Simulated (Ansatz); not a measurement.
# CH6BClSi: the cost of one run

All numbers below are computed with Ansatz 0.2.0 (UKS PBE-D4/def2-SVP).

## Step 1: The system as given

Bond lengths: C1–B2 1.521 Å, B2–Si3 1.911 Å, Si3–Cl4 2.130 Å, C1–H5 1.111 Å, C1–H6 1.132 Å, C1–H7 1.120 Å, B2–H8 1.144 Å, Si3–H9 1.528 Å, Si3–H10 1.475 Å. Angles (14 of 15 angles, heavy atoms first): C1–B2–Si3 119.2°, B2–Si3–Cl4 112.2°, C1–B2–H8 122.3°, Si3–B2–H8 118.5°, B2–C1–H5 113.3°, B2–C1–H6 113.8°, B2–C1–H7 111.5°, B2–Si3–H9 110.0°, B2–Si3–H10 111.2°, Cl4–Si3–H9 108.6°, Cl4–Si3–H10 108.4°, H5–C1–H6 106.0°, H5–C1–H7 105.7°, H6–C1–H7 105.9°.

As a file:

```xyz
10

C    -1.3067    0.7062   -0.2326
B    -0.4973   -0.5349    0.1116
Si    1.4025   -0.3952    0.2622
Cl    2.4141   -1.6449   -1.1342
H    -1.2095    1.5174    0.5203
H    -1.0321    1.1700   -1.2277
H    -2.4020    0.4783   -0.2921
H    -0.9842   -1.5585    0.2681
H     1.8446   -0.7831    1.6727
H     1.8536    0.9936    0.0545
```

## Step 2: Relaxing end A

input.yaml

```yaml
crystal:
  periodic: [false, false, false]
  atoms:
    - { symbol: C, position_ang: [-1.3067, 0.7062, -0.2326] }
    - { symbol: B, position_ang: [-0.4973, -0.5349, 0.1116] }
    - { symbol: Si, position_ang: [1.4025, -0.3952, 0.2622] }
    - { symbol: Cl, position_ang: [2.4141, -1.6449, -1.1342] }
    - { symbol: H, position_ang: [-1.2095, 1.5174, 0.5203] }
    - { symbol: H, position_ang: [-1.0321, 1.17, -1.2277] }
    - { symbol: H, position_ang: [-2.402, 0.4783, -0.2921] }
    - { symbol: H, position_ang: [-0.9842, -1.5585, 0.2681] }
    - { symbol: H, position_ang: [1.8446, -0.7831, 1.6727] }
    - { symbol: H, position_ang: [1.8536, 0.9936, 0.0545] }
magnetization:
  spin_polarized: true
basis:
  gaussian: { orbitals: def2-SVP }
hamiltonian:
  xc: pbe
  dispersion: d4
relax:
  f_tol: 0.02
  max_steps: 50
```

Started as:

```console
$ ansatz run input.yaml --threads 2 --pin off --max-ram 3072MiB --backend cpu --events-out ev --progress --plain --runs-dir out
```

**Question.** How long does this run take on 2 threads of Arm Neoverse V2, shared host, and how much memory does it need?

About 39 s, with a peak of 0.17 GiB.
